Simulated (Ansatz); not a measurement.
# SnO2: the cost of one run

Computed with Ansatz 0.2.0 (DFT LDA, scalar-relativistic, unless a step's input says otherwise).

## 1. Starting point

The structure is tetragonal, space group P4_2/mnm (No. 136). Conventional cell: a = 4.737 Å, b = 4.737 Å, c = 3.186 Å, α = 90.00°, β = 90.00°, γ = 90.00°. Sn (site symmetry mmm) is surrounded by 6 O at 2.05 to 2.06 Å. Around O (site symmetry m2m) lie 3 Sn at 2.05 to 2.06 Å.

Structure file:

```cif
data_structure
_symmetry_space_group_name_H-M 'P4_2/mnm'
_symmetry_Int_Tables_number 136
_cell_length_a 4.7374
_cell_length_b 4.7374
_cell_length_c 3.1864
_cell_angle_alpha 90.000
_cell_angle_beta 90.000
_cell_angle_gamma 90.000
_cell_volume 71.51
loop_
_atom_site_label
_atom_site_type_symbol
_atom_site_symmetry_multiplicity
_atom_site_Wyckoff_symbol
_atom_site_fract_x
_atom_site_fract_y
_atom_site_fract_z
_atom_site_occupancy
Sn1 Sn 2 a 0.00000 0.00000 0.00000 1
O1 O 4 f 0.30562 0.30562 0.00000 1
```

The file gives the conventional cell by its symmetry; the runs use the cell typed in the input.

Atoms are numbered in the order of the input: Sn1, Sn2, O3, O4, O5, O6.

## 2. After the deformation

Space group P4_2/mnm before, P4_2/mnm after.

## 3. All-electron LAPW

input.yaml reads:

```yaml
crystal:
  lattice:
    - [4.8794705, 0.0, 0.0]
    - [0.0, 4.8794705, 0.0]
    - [0.0, 0.0, 3.1864]
  atoms:
    - { symbol: Sn, position: [0.0, 0.0, 0.0] }
    - { symbol: Sn, position: [0.5, 0.5, 0.5] }
    - { symbol: O, position: [0.30562, 0.30562, 0.0] }
    - { symbol: O, position: [0.19438, 0.80562, 0.5] }
    - { symbol: O, position: [0.69438, 0.69438, 0.0] }
    - { symbol: O, position: [0.80562, 0.19438, 0.5] }
kpoints:
  mp_grid: { grid: [4, 4, 6] }
  band_path:
    path:
      - [0.0, 0.0, 0.0]
      - [0.0, 0.5, 0.0]
      - [0.5, 0.5, 0.0]
      - [0.0, 0.0, 0.0]
      - [0.0, 0.0, 0.5]
      - [0.0, 0.5, 0.5]
      - [0.5, 0.5, 0.5]
      - [0.0, 0.0, 0.5]
      - [0.0, 0.5, 0.0]
    npoints: 5
scf:
  occupations: { method: fermi_dirac, width: 0.03 }
hamiltonian:
  xc: lda
  pseudopotentials: { kind: all_electron, lapw: { basis_error: 0.001 } }
output:
  forces: true
  stress: true
  eigenvalues: true
```

Run with:

```
ansatz run input.yaml --threads 2 --pin off --max-ram 8192MiB --backend cpu --events-out ev --progress --plain --runs-dir out
```

**Question.** How long does this run take on 2 threads of Arm Neoverse V2, shared host, and how much memory does it need?

About 38 s, with a peak of 0.57 GiB.
